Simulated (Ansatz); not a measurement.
# HRh8: the cost of one run

Method: DFT PBE+D3(BJ), scalar-relativistic, plane waves, PAW, in Ansatz 0.2.0.

4 further runs of the same task are left out: 4 set aside as unsound or not needed. Runs told in other sessions of the task aren't counted.

**1. The system as given**

Symmetry: Pmm2, No. 25, orthorhombic system. Conventional cell: a = 3.794 Å, b = 5.365 Å, c = 21.240 Å, α = 90.00°, β = 90.00°, γ = 90.00°. Around Rh (site symmetry mm2) lie 7 Rh at 2.68 to 2.70 Å. Rh (site symmetry m) is surrounded by 11 Rh at 2.60 to 2.69 Å. Around Rh (site symmetry mm2) lie 11 Rh at 2.63 to 2.70 Å. Around Rh (site symmetry m) lie 7 Rh at 2.60 to 2.68 Å and 1 H at 3.56 Å. H (site symmetry mm2) is surrounded by 2 Rh at 3.56 Å.

Structure file:

```xyz
9
Lattice="5.3650 0.0000 0.0000 0.0000 3.7936 0.0000 0.0000 0.0000 21.2401" Properties=species:S:1:pos:R:3 pbc="T T T"
Rh    1.3413    1.8968    4.0000
Rh    4.0238    1.8968    4.0000
Rh    0.0000    0.0000    5.3413
Rh    2.6825    0.0000    5.3413
Rh    1.3413    1.8968    6.6981
Rh    4.0238    1.8968    6.6981
Rh    0.0000    0.0000    7.9401
Rh    2.6825    0.0000    7.9401
H     1.3413    0.0000   11.2401
```

This is the geometry of the first run shown, built on a cell relaxed beforehand with the same method.

**2. Plan of the line**

Atoms count from 1 in the order of the input.

H is moved over the surface cell at a fixed height above a rigid substrate; the origin of the map has the adsorbate above Rh7; the height is held at 3.30 Å.

- position of H9 along the first surface vector, from above Rh7: 6 values from 0.000 to 0.833, periodic
- position of H9 along the second surface vector, from above Rh7: 8 values from 0.000 to 0.875, periodic

Nothing else is relaxed. Points are written as (first, second).

The two vectors of the plane (Å): (2.683, 0.000, 0.000); (0.000, 3.794, 0.000).

**3. Point (3/6, 0/8) of the map's two axes**

A dipole layer in the vacuum cancels the field that periodic copies would set up if the slab's two faces differ.

The input, input.yaml:

```yaml
crystal:
  lattice:
    - [5.3650160441, 0.0, 0.0]
    - [0.0, 3.7936392259, 0.0]
    - [0.0, 0.0, 21.2400770646]
  atoms:
    - { symbol: Rh, position: [0.25, 0.5, 0.1883232338] }
    - { symbol: Rh, position: [0.75, 0.5, 0.1883232338] }
    - { symbol: Rh, position: [0.0, 0.0, 0.251470557] }
    - { symbol: Rh, position: [0.5, 0.0, 0.251470557] }
    - { symbol: Rh, position: [0.25, 0.5, 0.3153506346] }
    - { symbol: Rh, position: [0.75, 0.5, 0.3153506346] }
    - { symbol: Rh, position: [0.0, 0.0, 0.3738252475] }
    - { symbol: Rh, position: [0.5, 0.0, 0.3738252475] }
    - { symbol: H, position: [0.25, 0.0, 0.5291919154] }
basis:
  ecutwfc: 420
kpoints:
  mp_grid: { grid: [5, 7, 1] }
hamiltonian:
  xc: pbe
  pseudopotentials: { kind: paw, azcp: { folder: soft_1 } }
  dispersion: d3bj
scf:
  occupations: { method: gaussian, width: 0.1 }
output:
  forces: true
  eigenvalues: true
efield:
  axis: 3
  dipole_correction: true
  ramp_width: 0.04
```

The run is started by

```console
$ ansatz run input.yaml --threads 2 --pin off --max-ram 6144MiB --backend cpu --events-out ev --progress --plain --runs-dir out
```

Q: Estimate wall time and peak memory on 2 threads of Arm Neoverse V1, shared host.

About 30 s, with a peak of 0.82 GiB.
